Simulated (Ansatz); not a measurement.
# C₂H₅BClN: basis-set convergence

The task here is to estimate one member of a computed series from the others.

Method: one geometry, several basis sets; program: Ansatz 0.2.0, Gaussian basis.

The runs, in order: PBE0-D4/def2-SVP; ωB97M-V/def2-SVP; PBE0-D4/def2-QZVPP; ωB97M-V/def2-QZVPP; the functionals' def2-TZVPP values are taken from earlier runs.

## Structure used throughout

An earlier PBE0-D4 in a triple-zeta def2 set relaxation fixed the geometry.

SMILES `B/N=C(/C)Cl`, 10 atoms, charge 0, spin multiplicity 1.

Atoms are counted from 1 here; the program's logs count them from 0.

Bond lengths: B1–N2 1.361 Å, B1–H6 1.197 Å, B1–H7 1.197 Å, N2–C3 1.228 Å, C3–C4 1.490 Å, C3–Cl5 1.768 Å, C4–H8 1.092 Å, C4–H9 1.089 Å, C4–H10 1.092 Å. Angles: N2–B1–H6 118.8°, N2–B1–H7 118.8°, H6–B1–H7 122.4°, B1–N2–C3 176.8°, N2–C3–C4 127.0°, N2–C3–Cl5 120.2°, C4–C3–Cl5 112.9°, C3–C4–H8 109.9°, C3–C4–H9 109.8°, C3–C4–H10 109.9°, H8–C4–H9 109.9°, H8–C4–H10 107.4°, H9–C4–H10 109.9°.

Coordinates:

```
B    -1.4140    1.4234   -0.7160
N    -0.4746    0.4695   -0.4706
C     0.3786   -0.4004   -0.3172
C     0.9245   -0.9014    0.9754
Cl    1.0938   -1.2010   -1.7213
H    -2.5638    1.0979   -0.7763
H    -1.0616    2.5597   -0.8443
H     2.0053   -0.7487    1.0061
H     0.4518   -0.3758    1.8034
H     0.7433   -1.9745    1.0638
```

Set-up of the first run:

in.yaml

```yaml
crystal:
  periodic: [false, false, false]
  atoms:
    - {symbol: B, position_ang: [-1.413995, 1.423444, -0.716049]}
    - {symbol: N, position_ang: [-0.474629, 0.469534, -0.470594]}
    - {symbol: C, position_ang: [0.378604, -0.400357, -0.317155]}
    - {symbol: C, position_ang: [0.924520, -0.901365, 0.975425]}
    - {symbol: Cl, position_ang: [1.093795, -1.200998, -1.721269]}
    - {symbol: H, position_ang: [-2.563780, 1.097884, -0.776342]}
    - {symbol: H, position_ang: [-1.061649, 2.559692, -0.844254]}
    - {symbol: H, position_ang: [2.005257, -0.748667, 1.006052]}
    - {symbol: H, position_ang: [0.451801, -0.375770, 1.803394]}
    - {symbol: H, position_ang: [0.743276, -1.974497, 1.063793]}
basis:
  gaussian: {orbitals: def2-SVP}
hamiltonian: {xc: pbe0, dispersion: d4}
output: {orbitals: {seedname: orbitals}}
```

Command:

```sh
$ ansatz run in.yaml --threads 4 --pin off --events-out ev --progress --plain --max-ram 10444MiB
```

Among the steps run: PBE0-D4 in def2-SVP; ωB97M-V in def2-SVP; PBE0-D4 in def2-QZVPP; ωB97M-V in def2-QZVPP.

One of the session's tables, all rows but one given; the rest of the session is left out.

It belongs to the step «Functionals by basis». 

| functional | basis | HOMO (eV) |
| --- | --- | --- |
| PBE0-D4 | def2-SVP | -8.09 |
| PBE0-D4 | def2-TZVPP | -8.17 |
| PBE0-D4 | def2-QZVPP | -8.20 |
| ωB97M-V | def2-SVP | -10.23 |
| ωB97M-V | def2-TZVPP | -10.36 |
| ωB97M-V | def2-QZVPP | ? |

**Question.** Estimate the row for ωB97M-V, def2-QZVPP.

The run gave: HOMO (eV): -10.38. In the column «HOMO (eV)» it is the lowest.
